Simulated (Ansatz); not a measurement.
**AlCl₃H₄OSi: taking an electron away**

One table from this session's results is given with a row withheld; the runs are named, their logs left out.

The runs use Ansatz 0.2.0, Gaussian basis; unrestricted cation, the program's frozen cores in correlated methods.

Levels to be run: UKS PBE-D4/def2-TZVPP; UKS r2SCAN-D4/def2-TZVPP; UKS PBE0-D4/def2-TZVPP; UKS B3LYP-D4/def2-TZVPP; UKS wB97X-V/def2-TZVPP; UHF-CCSD(T)/def2-TZVPP; UHF-MP2/def2-QZVPP; extrapolation to the limit; then −ε(HOMO) from the neutral's earlier runs with LDA (SPW92), PBE-D4, revPBE-D4, BLYP-D4, r2SCAN-D4, B97M-V, PBE0-D4, B3LYP-D4, r2SCANh-D4, r2SCAN0-D4, HSE06-D4, BHLYP-D4, CAM-B3LYP-D4, LC-ωPBE, ωB97X-V, ωB97M-V.

2 further runs of the same task are left out: 2 that didn't finish.

## The relaxed structure

All runs share one geometry, relaxed beforehand with PBE0-D4 in a triple-zeta def2 set.

SMILES `[SiH3][OH+][Al-]([Cl])([Cl])[Cl]`, 10 atoms, charge 0, spin multiplicity 1.

Atoms are counted from 1 here; the program's logs count them from 0.

Bond lengths: Si1–O2 1.716 Å, Si1–H7 1.480 Å, Si1–H8 1.475 Å, Si1–H9 1.471 Å, O2–Al3 1.913 Å, O2–H10 0.965 Å, Al3–Cl4 2.112 Å, Al3–Cl5 2.111 Å, Al3–Cl6 2.099 Å. Angles: O2–Si1–H7 104.5°, O2–Si1–H8 109.0°, O2–Si1–H9 104.8°, H7–Si1–H8 111.2°, H7–Si1–H9 113.0°, H8–Si1–H9 113.7°, Si1–O2–Al3 127.3°, Si1–O2–H10 118.5°, Al3–O2–H10 111.3°, O2–Al3–Cl4 99.4°, O2–Al3–Cl5 97.7°, O2–Al3–Cl6 104.7°, Cl4–Al3–Cl5 117.9°, Cl4–Al3–Cl6 115.2°, Cl5–Al3–Cl6 117.0°.

Set-up of the first run:

in.yaml

```yaml
crystal:
  periodic: [false, false, false]
  atoms:
    - {symbol: Si, position_ang: [0.389210, -1.328996, 0.832079]}
    - {symbol: O, position_ang: [0.651098, 0.141552, -0.012453]}
    - {symbol: Al, position_ang: [-0.674234, 1.298417, -0.763572]}
    - {symbol: Cl, position_ang: [-2.153236, -0.133353, -1.236692]}
    - {symbol: Cl, position_ang: [0.490988, 2.075101, -2.343899]}
    - {symbol: Cl, position_ang: [-1.172236, 2.619518, 0.789668]}
    - {symbol: H, position_ang: [1.644408, -1.553057, 1.583492]}
    - {symbol: H, position_ang: [0.152589, -2.408196, -0.145491]}
    - {symbol: H, position_ang: [-0.763341, -1.059893, 1.706313]}
    - {symbol: H, position_ang: [1.517754, 0.297805, -0.406545]}
basis:
  gaussian: {orbitals: def2-TZVPP}
total_charge: 1
magnetization: {spin_polarized: true, initial_magnetization: 1}
hamiltonian: {xc: pbe, dispersion: d4}
```

On the command line:

```sh
$ ansatz run in.yaml --threads 2 --pin off --events-out ev --progress --plain --max-ram 32768MiB --backend cpu
```

Among the steps run: Cation, UKS PBE-D4/def2-TZVPP; Cation, UKS r2SCAN-D4/def2-TZVPP; Cation, UKS PBE0-D4/def2-TZVPP; Cation, UKS B3LYP-D4/def2-TZVPP; Cation, UKS wB97X-V/def2-TZVPP; Cation, UHF-CCSD(T)/def2-TZVPP; Cation, UHF-MP2/def2-QZVPP.

One table of the session follows, with a row left open; its other results are not shown here.

For comparison, −ε(HOMO) of the neutral from earlier runs:

```
  functional  −ε(HOMO) (eV)
 LDA (SPW92)              ?
      PBE-D4           7.18
   revPBE-D4           7.12
     BLYP-D4           6.99
   r2SCAN-D4           7.55
      B97M-V           7.64
     PBE0-D4           8.58
    B3LYP-D4           8.28
  r2SCANh-D4           8.06
  r2SCAN0-D4           8.83
    HSE06-D4           8.18
    BHLYP-D4           9.81
CAM-B3LYP-D4           9.93
     LC-ωPBE          11.39
     ωB97X-V          11.00
     ωB97M-V          10.83
```

Estimate the missing values for LDA (SPW92).

As computed: −ε(HOMO) (eV): 7.33. In the column «−ε(HOMO) (eV)» it lies between PBE-D4 (7.18) and r2SCAN-D4 (7.55).
